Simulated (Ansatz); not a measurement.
# Al₂H₂Cl₂: small, medium and large basis sets

The task here is to estimate one member of a computed series from the others.

Program: Ansatz 0.2.0, Gaussian basis. Level of theory: one geometry, several basis sets. These are calculated values, not measurements.

Plan: PBE0-D4/def2-SVP; ωB97M-V/def2-SVP; PBE0-D4/def2-QZVPP; ωB97M-V/def2-QZVPP; the functionals' def2-TZVPP values are taken from earlier runs.

## Structure used throughout

All runs share one geometry, relaxed beforehand with PBE0-D4 in a triple-zeta def2 set.

SMILES `[AlH2][Al]([Cl])[Cl]`, 6 atoms, charge 0, spin multiplicity 1.

Atoms are counted from 1 here; the program's logs count them from 0.

Bond lengths: Al1–Al2 2.584 Å, Al1–H5 1.587 Å, Al1–H6 1.587 Å, Al2–Cl3 2.101 Å, Al2–Cl4 2.101 Å. Angles: Al2–Al1–H5 120.2°, Al2–Al1–H6 120.0°, H5–Al1–H6 119.7°, Al1–Al2–Cl3 122.2°, Al1–Al2–Cl4 122.5°, Cl3–Al2–Cl4 115.3°.

Set-up of the first run:

The input, in.yaml:

```yaml
crystal:
  periodic: [false, false, false]
  atoms:
    - {symbol: Al, position_ang: [-0.791616, 1.058732, -0.433905]}
    - {symbol: Al, position_ang: [0.679555, -0.915372, 0.350755]}
    - {symbol: Cl, position_ang: [1.638329, -0.924414, 2.220065]}
    - {symbol: Cl, position_ang: [1.004694, -2.620156, -0.832933]}
    - {symbol: H, position_ang: [-1.523148, 1.000655, -1.840892]}
    - {symbol: H, position_ang: [-0.965815, 2.336555, 0.490809]}
basis:
  gaussian: {orbitals: def2-SVP}
hamiltonian: {xc: pbe0, dispersion: d4}
output: {orbitals: {seedname: orbitals}}
```

Command:

```console
$ ansatz run in.yaml --threads 2 --pin off --events-out ev --progress --plain --max-ram 4352MiB
```

Among the steps run: PBE0-D4 in def2-SVP; ωB97M-V in def2-SVP; PBE0-D4 in def2-QZVPP; ωB97M-V in def2-QZVPP.

One of the session's tables, all rows but one given; the rest of the session is left out.

It belongs to the step «Functionals by basis». 

| functional | basis | HOMO (eV) | LUMO (eV) |
| --- | --- | --- | --- |
| PBE0-D4 | def2-SVP | ? | ? |
| PBE0-D4 | def2-TZVPP | -7.68 | -3.05 |
| PBE0-D4 | def2-QZVPP | -7.70 | -3.06 |
| ωB97M-V | def2-SVP | -9.49 | -1.27 |
| ωB97M-V | def2-TZVPP | -9.58 | -1.36 |
| ωB97M-V | def2-QZVPP | -9.61 | -1.42 |

Estimate the missing values for PBE0-D4, def2-SVP.

As computed: HOMO (eV): -7.64; LUMO (eV): -3.01. In the column «HOMO (eV)» it is the highest.
